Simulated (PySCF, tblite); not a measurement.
# C6H12FP: geometry, infrared bands and NMR shifts

What infrared bands and NMR shifts should C6H12FP (`C[C@@H]1PCCC[C@@H]1F`) show?

The runs use tblite 0.8.0 and PySCF 2.14.0, with density-fitted response routines of our own; the level of theory stands in each step. All values are computed, except where a source is named. Atoms are numbered from 0 throughout.

## Step 1: Starting geometry

20 atoms, charge 0, multiplicity 1; geometry from: force field or distance geometry start.

Bonds of the start (Å): C0–C1 1.53, C1–P2 1.82, P2–C3 1.87, C3–C4 1.52, C4–C5 1.49, C5–C6 1.50, C6–F7 1.40, C6–C1 1.48, C0–H8 1.11, C0–H9 1.09, C0–H10 1.12, C1–H11 1.11, P2–H12 1.46, C3–H13 1.09, C3–H14 1.13, C4–H15 1.10, C4–H16 1.12, C5–H17 1.12, C5–H18 1.11, C6–H19 1.11.

## Step 2: Relaxing the molecule with GFN2-xTB

The job: settings as JSON, then the geometry in Å.

```
{"job": {"kind": "relax", "xc": "GFN2-xTB", "basis": "xTB"}, "charge": 0, "multiplicity": 1}
C      2.354200    -0.110600     0.009200
C      1.011100     0.102100    -0.693900
P      0.303400     1.651100    -0.041600
C     -1.275200     1.264200     0.875100
C     -1.854600     0.089000     0.098300
C     -0.961500    -1.073800     0.387300
C      0.157200    -1.109400    -0.608300
F      0.974000    -2.183400    -0.249900
H      2.511500    -1.180400     0.251600
H      3.187800     0.308700    -0.551900
H      2.294500     0.427800     0.985700
H      1.256800     0.260800    -1.762200
H      0.019200     2.648200    -1.065300
H     -1.953000     2.113700     0.935700
H     -1.010800     0.867000     1.897300
H     -2.919000    -0.079500     0.298100
H     -1.694100     0.345000    -0.985200
H     -0.545600    -0.922100     1.416000
H     -1.572000    -2.005400     0.381600
H     -0.289000    -1.402300    -1.580700
```

On the command line:

```bash
> OMP_NUM_THREADS=1 python probes_run.py task.json out
```

One launch serves the whole session: the jobs run in the order shown.

**Question.** This job is followed by: GFN2-xTB harmonic vibrations, gas phase; GIAO PBE0/pcSseg-1 NMR shielding, non-relativistic, gas phase. What will the session give for the following? strongest single infrared mode (GFN2-xTB); zero-point energy (GFN2-xTB); 13C shifts against TMS (PBE0/pcSseg-1); 1H shifts against TMS (PBE0/pcSseg-1, means over atoms taken as alike); 31P shifts against H3PO4 (PBE0/pcSseg-1); 19F shifts against CFCl3 (PBE0/pcSseg-1); surface potential, 1st and 99th percentile.

**Answer**, as computed:

| quantity | value |
| --- | --- |
| strongest single infrared mode (GFN2-xTB) | 2222 cm⁻¹, 199 km/mol |
| zero-point energy (GFN2-xTB) | 105.4 kcal/mol |
| 13C shifts against TMS (PBE0/pcSseg-1) | 98.8, 34.4, 32.5, 31.1, 18.1, 11.2 ppm |
| 1H shifts against TMS (PBE0/pcSseg-1, means over atoms taken as alike) | 4.93, 3.24, 2.29, 2.11, 1.92, 1.77, 1.50, 1.33, 1.32, 1.27 ppm |
| 31P shifts against H3PO4 (PBE0/pcSseg-1) | -80.5 ppm |
| 19F shifts against CFCl3 (PBE0/pcSseg-1) | -185.3 ppm |
| surface potential, 1st and 99th percentile | -1.11 V and 0.85 V |

**Reading.** The optimisation took 82 steps and gained 1.744 eV; among the close pairs (by a distance rule), P2–H12 changed most, from 1.457 to 1.405 Å. No mode is imaginary among the 54: a minimum at this level. The strongest single mode, at 2222 cm⁻¹, moves mainly H12. GFN2-xTB is a fitted tight-binding method: band positions and strengths are rough. Its intensities can rank the bands wrongly. C6 (sp3 CH bonded to F) lies farthest downfield among carbon, at 98.8 ppm; deshielded by the electronegative neighbour. The most deshielded hydrogen is H19 (hydrogen on an sp3 CH bonded to F), at 4.93 ppm: its carbon carries F, hence the downfield position. At PBE0/pcSseg-1: The widest tensor belongs to F7: span 90 ppm, with a paramagnetic part of -118 ppm.
